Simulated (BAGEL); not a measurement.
# CHFNSi (SMILES N#C[SiH]F) at UHF/pcseg-1 (density fitting with svp-jkfit)

Aim: the vertical ionisation energy of CHFNSi at UHF/pcseg-1 (density fitting with svp-jkfit), from 2 runs. 

The calculation is run with BAGEL 1.2.2.

4 further runs of the same task are left out: 3 that didn't finish, 1 set aside as unsound or not needed.

**1. The molecule**

The species is CHFNSi (5 atoms), meant as a doublet with charge 0. SMILES: `N#C[SiH]F`. The coordinates come from a PBE0-D4/def2-TZVP relaxation.

Bond lengths: N1–C2 1.154 Å, C2–Si3 1.837 Å, Si3–F4 1.591 Å, Si3–H5 1.482 Å. Angles: N1–C2–Si3 173.9°, C2–Si3–F4 108.1°, C2–Si3–H5 109.3°, F4–Si3–H5 109.8°.

**2. The energy at UHF/pcseg-1 (density fitting with svp-jkfit)**

hf.json

```json
{ "bagel" : [

{
  "title" : "molecule",
  "basis" : "pcseg-1.json",
  "df_basis" : "svp-jkfit",
  "angstrom" : false,
  "geometry" : [
    { "atom" : "N", "xyz" : [  2.54621698, -2.19964121,  2.62917596 ] },
    { "atom" : "C", "xyz" : [  1.34888651, -1.11493841,  1.16444924 ] },
    { "atom" : "Si", "xyz" : [ -0.27608899,  0.56238249, -1.40501137 ] },
    { "atom" : "F", "xyz" : [ -3.00523146, -0.65592394, -1.73420166 ] },
    { "atom" : "H", "xyz" : [ -0.51948571,  3.26922620, -0.73245785 ] }
  ]
},
{
  "title" : "uhf",
  "nopen" : 1
},
{
  "title" : "print",
  "file" : "orbitals.molden",
  "orbitals" : true
}

]}
```

The basis set pcseg-1 is read from a file made from the Basis Set Exchange's data (not shown).

Command:

```
$ BAGEL_NUM_THREADS=1 BAGEL hf.json > hf.out
```

The program printed:

```text
* using 1 threads per process

  ===============================================================
  ===============================================================

  *** Geometry ***

  { "atom" : "N", "xyz" : [      2.546217,     -2.199641,      2.629176 ] },
  { "atom" : "C", "xyz" : [      1.348887,     -1.114938,      1.164449 ] },
  { "atom" : "Si", "xyz" : [     -0.276089,      0.562382,     -1.405011 ] },
  { "atom" : "F", "xyz" : [     -3.005231,     -0.655924,     -1.734202 ] },
  { "atom" : "H", "xyz" : [     -0.519486,      3.269226,     -0.732458 ] },

  Number of auxiliary basis functions:      375

  Since a DF basis is specified, we compute 2- and 3-index integrals:
    o Being stored without compression. Storage requirement is 0.013 GB

  Number of basis functions:       65
  Number of electrons      :       37

    * METHOD: MOLECULE                             0.12

  *** Open-shell HF ***

  === Nuclear Repulsion ===
   130.7648012998

      * DIIS with orbital gradients will be used.

  === UHF iteration (pcseg-1.json) ===
      0       -480.89931066          0.05410633           0.06
      1       -481.03877074          0.04727912           0.06
      2       -481.08645625          0.04044454           0.06
      3       -481.20277738          0.00383078           0.06
      4       -481.20452937          0.00142800           0.06
      5       -481.20505240          0.00042616           0.06
      6       -481.20514811          0.00014562           0.06
      7       -481.20518787          0.00007162           0.06
      8       -481.20522421          0.00003913           0.06
      9       -481.20524920          0.00003161           0.06
     10       -481.20527058          0.00002785           0.06
     11       -481.20531273          0.00002052           0.06
     12       -481.20534150          0.00001656           0.06
     13       -481.20537382          0.00001201           0.06
     14       -481.20540201          0.00000713           0.05
     15       -481.20541405          0.00000396           0.06
[... 55 lines of this table left out ...]
     71       -481.20543093          0.00000001           0.06
     72       -481.20543093          0.00000001           0.06
     73       -481.20543093          0.00000001           0.05
     74       -481.20543093          0.00000001           0.06
     75       -481.20543093          0.00000001           0.06
     76       -481.20543093          0.00000001           0.06
     77       -481.20543093          0.00000001           0.05
     78       -481.20543093          0.00000001           0.06
    * SCF iteration converged.

    * S^2 (UHF) is 0.7859

    * Permanent dipole moment:
           (    0.068654,    -0.909631,     0.937218) a.u.

    * METHOD: UHF                                  4.59

    * METHOD: PRINT                                0.01

  ===============================================================
```

Wall time 5.1 s (1 thread of Intel Xeon Platinum 8488C (Sapphire Rapids), shared host); peak memory 0.079 GiB.

**3. The singlet cation at the same level**

hf.json

```json
{ "bagel": [

{
  "title": "molecule",
  "basis": "pcseg-1.json",
  "df_basis": "svp-jkfit",
  "geometry": [
    { "atom": "N", "xyz": [     2.54621698,    -2.19964121,     2.62917596 ] },
    { "atom": "C", "xyz": [     1.34888651,    -1.11493841,     1.16444924 ] },
    { "atom": "Si", "xyz": [    -0.27608899,     0.56238249,    -1.40501137 ] },
    { "atom": "F", "xyz": [    -3.00523146,    -0.65592394,    -1.73420166 ] },
    { "atom": "H", "xyz": [    -0.51948571,     3.26922620,    -0.73245785 ] }
  ]
},

{
  "title": "hf",
  "charge": 1
},

{
  "title": "print",
  "file": "orbitals.molden",
  "orbitals": true
}

]}
```

The basis set pcseg-1 is read from a file made from the Basis Set Exchange's data (not shown).

Command:

```
$ BAGEL_NUM_THREADS=1 BAGEL hf.json > hf.out
```

The program printed:

```text
* using 1 threads per process

  ===============================================================
  ===============================================================

  *** Geometry ***

  { "atom" : "N", "xyz" : [      2.546217,     -2.199641,      2.629176 ] },
  { "atom" : "C", "xyz" : [      1.348887,     -1.114938,      1.164449 ] },
  { "atom" : "Si", "xyz" : [     -0.276089,      0.562382,     -1.405011 ] },
  { "atom" : "F", "xyz" : [     -3.005231,     -0.655924,     -1.734202 ] },
  { "atom" : "H", "xyz" : [     -0.519486,      3.269226,     -0.732458 ] },

  Number of auxiliary basis functions:      375

  Since a DF basis is specified, we compute 2- and 3-index integrals:
    o Being stored without compression. Storage requirement is 0.013 GB

  Number of basis functions:       65
  Number of electrons      :       37

    * METHOD: MOLECULE                             0.11

  *** RHF ***

  === Nuclear Repulsion ===
   130.7648012998

      * DIIS with orbital gradients will be used.

  === RHF iteration (pcseg-1.json) ===
      0       -480.53560449          0.03015826           0.03
      1       -480.63353261          0.02755799           0.03
      2       -480.83782971          0.00292109           0.03
      3       -480.84122841          0.00161416           0.03
      4       -480.84217719          0.00033260           0.03
      5       -480.84226796          0.00013134           0.03
      6       -480.84228312          0.00007106           0.03
      7       -480.84228960          0.00003485           0.03
      8       -480.84229161          0.00001607           0.03
      9       -480.84229200          0.00000953           0.03
     10       -480.84229209          0.00000360           0.03
     11       -480.84229210          0.00000161           0.03
     12       -480.84229211          0.00000079           0.03
     13       -480.84229211          0.00000029           0.03
     14       -480.84229211          0.00000012           0.03
     15       -480.84229211          0.00000006           0.03
     16       -480.84229211          0.00000003           0.03
     17       -480.84229211          0.00000002           0.03
     18       -480.84229211          0.00000001           0.03
    * SCF iteration converged.

    * Permanent dipole moment:
           (   -0.462757,    -1.587133,     1.843163) a.u.

    * METHOD: HF                                   0.70

    * METHOD: PRINT                                0.01

  ===============================================================
```

Run time: 1.2 s. Hardware: 1 thread of Intel Xeon Platinum 8488C (Sapphire Rapids), shared host; peak memory 0.079 GiB.

**4. Results**

At UHF/pcseg-1 (density fitting with svp-jkfit):

```
                                          quantity          value
                      doublet CHFNSi: total energy  -481.20543 Eh
                     doublet CHFNSi: dipole moment         3.32 D
                              doublet CHFNSi: ⟨S²⟩          0.786
                      singlet cation: total energy  -480.84229 Eh
                       singlet cation: HOMO energy      -19.43 eV
                       singlet cation: LUMO energy       -8.97 eV
                     singlet cation: HOMO–LUMO gap       10.46 eV
vertical ionisation energy (to the singlet cation)       9.882 eV
```

Removing an electron at fixed nuclei costs 9.88 eV (953 kJ/mol). Only the singlet of the ionised species was computed; a triplet could lie lower.
